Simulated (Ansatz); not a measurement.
# AsH₃MgO (SMILES O[AsH][MgH]): one structure at several levels

How do the functionals fare away from a minimum? The structure is a structure displaced at random from a GFN2-xTB minimum.

Method: single points in def2-TZVPP; program: Ansatz 0.2.0, Gaussian basis.

Correlated methods freeze the cores. Filled d shells of the heavier atoms are correlated. The outer core shell of Li, Na, Mg and K is correlated. B3LYP uses VWN-RPA correlation.

## Step 1: Where the work starts

SMILES `O[AsH][MgH]`, 6 atoms, charge 0, spin multiplicity 1.

Atoms are counted from 1 here; the program's logs count them from 0.

Bond lengths: O1–As2 1.852 Å, O1–H4 1.022 Å, As2–Mg3 2.470 Å, As2–H5 1.602 Å, Mg3–H6 1.809 Å. Angles: As2–O1–H4 113.8°, O1–As2–Mg3 82.3°, O1–As2–H5 94.5°, Mg3–As2–H5 89.8°, As2–Mg3–H6 113.3°.

As a file:

```xyz
6
charge 0, multiplicity 1
O    -1.0314   -0.8052   -0.4673
As    0.4804   -0.3211   -1.4212
Mg    1.3345    0.1935    0.8389
H    -1.0353   -0.4677    0.4974
H     0.0350    1.2077   -1.5943
H     0.0675    0.0850    2.1256
```

## Step 2: CCSD(T)/def2-TZVPP

Input file run/in.yaml:

```yaml
crystal:
  periodic: [false, false, false]
  atoms:
    - {symbol: O, position_ang: [-1.031400, -0.805200, -0.467300]}
    - {symbol: As, position_ang: [0.480400, -0.321100, -1.421200]}
    - {symbol: Mg, position_ang: [1.334500, 0.193500, 0.838900]}
    - {symbol: H, position_ang: [-1.035300, -0.467700, 0.497400]}
    - {symbol: H, position_ang: [0.035000, 1.207700, -1.594300]}
    - {symbol: H, position_ang: [0.067500, 0.085000, 2.125600]}
basis:
  gaussian: {orbitals: def2-TZVPP}
correlation: {method: ccsd_t}
output: {forces: true}
```

The command line of these runs was not kept.

## Step 3: PBE0-D4/def2-TZVPP

run/in.yaml, as its differences from that of step 2:

```diff
@@ -11,3 +11,3 @@
   gaussian: {orbitals: def2-TZVPP}
-correlation: {method: ccsd_t}
-output: {forces: true}
+hamiltonian: {xc: pbe0, dispersion: d4}
+output: {forces: true, orbitals: {seedname: orbitals}}
```

## Step 4: wB97M-V/def2-TZVPP

run/in.yaml, as its differences from that of step 3:

```diff
@@ -11,3 +11,3 @@
   gaussian: {orbitals: def2-TZVPP}
-hamiltonian: {xc: pbe0, dispersion: d4}
-output: {forces: true, orbitals: {seedname: orbitals}}
+hamiltonian: {xc: {name: wB97M-V}}
+output: {forces: true}
```

## Step 5: r2SCAN-D4/def2-TZVPP

run/in.yaml, as its differences from that of step 4:

```diff
@@ -11,3 +11,3 @@
   gaussian: {orbitals: def2-TZVPP}
-hamiltonian: {xc: {name: wB97M-V}}
+hamiltonian: {xc: r2scan, dispersion: d4}
 output: {forces: true}
```

## Step 6: PBE-D4/def2-TZVPP

run/in.yaml, as its differences from that of step 5:

```diff
@@ -11,3 +11,3 @@
   gaussian: {orbitals: def2-TZVPP}
-hamiltonian: {xc: r2scan, dispersion: d4}
+hamiltonian: {xc: pbe, dispersion: d4}
 output: {forces: true}
```

## Step 7: CAM-B3LYP-D4/def2-TZVPP

run/in.yaml, as its differences from that of step 6:

```diff
@@ -11,3 +11,3 @@
   gaussian: {orbitals: def2-TZVPP}
-hamiltonian: {xc: pbe, dispersion: d4}
+hamiltonian: {xc: {name: CAM-B3LYP}, dispersion: d4}
 output: {forces: true}
```

## Step 8: B3LYP-D4/def2-TZVPP

run/in.yaml, as its differences from that of step 7:

```diff
@@ -11,3 +11,3 @@
   gaussian: {orbitals: def2-TZVPP}
-hamiltonian: {xc: {name: CAM-B3LYP}, dispersion: d4}
+hamiltonian: {xc: {name: B3LYP}, dispersion: d4}
 output: {forces: true}
```

(Steps that only read results are left out.)

Before running it: what results should come out? Wanted: energy less free atoms, CCSD(T)/def2-TZVPP; RMS force component; RMS force error; HOMO and LUMO, PBE0-D4; T1 diagnostic.

The runs gave:

| quantity | value |
| --- | --- |
| energy less free atoms, CCSD(T)/def2-TZVPP | -1293.3 kJ/mol |
| RMS force component | 0.608 to 0.853 eV/Å over the methods |
| RMS force error | PBE0-D4 0.082, wB97M-V 0.072, r2SCAN-D4 0.087, PBE-D4 0.267, CAM-B3LYP-D4 0.091, B3LYP-D4 0.090 eV/Å |
| HOMO and LUMO, PBE0-D4 | -6.33 and -2.33 eV |
| T1 diagnostic | 0.014 |

Against CCSD(T) the functionals' energies less atoms differ by -102.4 to -37.3 kJ/mol, PBE-D4 by -102.4 kJ/mol. The reference is not at the basis limit: in triple zeta CCSD(T) underbinds, which counts against methods that bind more; the gaps are no ranking. The forces of wB97M-V come nearest to CCSD(T), those of PBE-D4 are farthest. Frozen-core CCSD(T) forces in triple zeta carry basis errors of their own, and this is one geometry, so small gaps rank nothing.
